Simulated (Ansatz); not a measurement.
# BS2Br (SMILES BrB1SS1): functionals against CCSD(T) at one geometry

An exercise on one series of results from a longer session: the logs are not shown, and one member is left open.

Method: single points in def2-TZVPP; program: Ansatz 0.2.0, Gaussian basis.

Correlated methods freeze the cores. Filled d shells of the heavier atoms are correlated.

## The system as given

SMILES `BrB1SS1`, 4 atoms, charge 0, spin multiplicity 1.

Atoms are counted from 1 here; the program's logs count them from 0.

Bond lengths: Br1–B2 1.892 Å, B2–S3 1.783 Å, B2–S4 1.700 Å, S3–S4 2.150 Å. Angles: Br1–B2–S3 137.2°, Br1–B2–S4 146.4°, S3–B2–S4 76.2°, B2–S3–S4 50.2°, B2–S4–S3 53.6°.

As a file:

```mol
BBrS2
  3D, bonds by distance, orders not assigned

  4  4  0  0  0  0  0  0  0  0999 V2000
   -2.0326   -0.4465   -0.1757 Br  0  0
   -0.1720   -0.1331   -0.0329 B   0  0
    0.9503    1.2250   -0.3050 S   0  0
    1.3620   -0.8159    0.2298 S   0  0
  1  2  8  0
  2  3  8  0
  2  4  8  0
  3  4  8  0
M  END
```

Set-up of the first run:

The input, run/in.yaml:

```yaml
crystal:
  periodic: [false, false, false]
  atoms:
    - {symbol: Br, position_ang: [-2.032600, -0.446500, -0.175700]}
    - {symbol: B, position_ang: [-0.172000, -0.133100, -0.032900]}
    - {symbol: S, position_ang: [0.950300, 1.225000, -0.305000]}
    - {symbol: S, position_ang: [1.362000, -0.815900, 0.229800]}
basis:
  gaussian: {orbitals: def2-TZVPP}
correlation: {method: ccsd_t}
output: {forces: true}
```

The command line of these runs was not kept.

Among the steps run: CCSD(T)/def2-TZVPP; PBE0-D4/def2-TZVPP; wB97M-V/def2-TZVPP; r2SCAN-D4/def2-TZVPP; PBE-D4/def2-TZVPP; BHLYP-D4/def2-TZVPP; SPW92/def2-TZVPP.

One table of the session follows, with a row left open; its other results are not shown here.

```
   method  RMS force component (eV/Å)  angle to CCSD(T) forces (°)  dipole (D)
  CCSD(T)                       0.917                    reference        0.35
  PBE0-D4                       0.749                         15.0        0.39
  wB97M-V                       0.734                         11.4        0.36
r2SCAN-D4                       0.802                          7.8        0.40
   PBE-D4                       0.881                          3.2        0.39
 BHLYP-D4                           ?                            ?           ?
    SPW92                       0.759                         15.4        0.36
```

Estimate the missing values for BHLYP-D4.

The run gave: RMS force component (eV/Å): 0.675; angle to CCSD(T) forces (°): 17.1; dipole (D): 0.39. In the column «RMS force component (eV/Å)» it is the lowest.
